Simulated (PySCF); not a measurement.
# F2S2W (WS2F2): the cost of one run

Computed with PySCF 2.14.0 and routines of our own; the level stands in each step. Atoms count from 0.

## 1. The system as given

5 atoms, charge 0, multiplicity 1; geometry from: GFN2-xTB.

## 2. Relaxing the molecule at PBE0-D3(BJ)/def2-SVP

What the job is given:

```
{"job": {"xc": "PBE0", "basis": "def2-SVP", "d3": "d3bj", "grid": 1, "maxiter": 30, "shake": 0.03, "kind": "geom"}, "charge": 0, "multiplicity": 1}
W      0.008180    -0.076540    -0.027270
S     -0.060870    -0.031980     2.125850
S      1.932280     0.005550    -0.795900
F     -0.852940     1.476120    -0.659120
F     -0.951800    -1.483620    -0.705680
```

Started as:

```
$ OMP_NUM_THREADS=1 python heavy_run.py task.json out
```

One launch serves the whole session: the jobs run in the order shown.

**Question.** How long does this first job take on 1 thread of AMD EPYC 9B45, shared host, and how much memory does it need?

About 18 s, with a peak of 0.38 GiB.
